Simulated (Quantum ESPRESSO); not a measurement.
The system is Mo.

```
CELL_PARAMETERS angstrom
-1.59000 1.59000 1.59000
1.59000 -1.59000 1.59000
1.59000 1.59000 -1.59000
ATOMIC_POSITIONS crystal
Mo 0.00000 0.00000 0.00000
```

The cell was built by a generator and needn't be a form met in nature.

Base run:

- Program: Quantum ESPRESSO 7.5
- Functional: PBEsol
- Potentials or basis: GBRV 1.5 PBEsol
- Cutoff: 612 eV
- Density cutoff: 4898 eV
- k mesh: 18 × 18 × 18
- Occupations: methfessel-paxton, width 0.1 eV
- Spin: no spin polarisation

Its results: band gap on the k mesh none (metal or under the smearing width); pressure -13.0 GPa.

Problem. The run is repeated on the same cell with these changes: functional from PBEsol to LDA; potentials or basis from GBRV 1.5 PBEsol to GBRV 1.5 LDA. What comes out?

Solution. Band gap on the k mesh none (metal or under the smearing width); pressure -17.3 GPa.

Caveats: so large a pressure means that the cell lies far from this level's equilibrium, or that cutoff or potentials fall short (some runs).
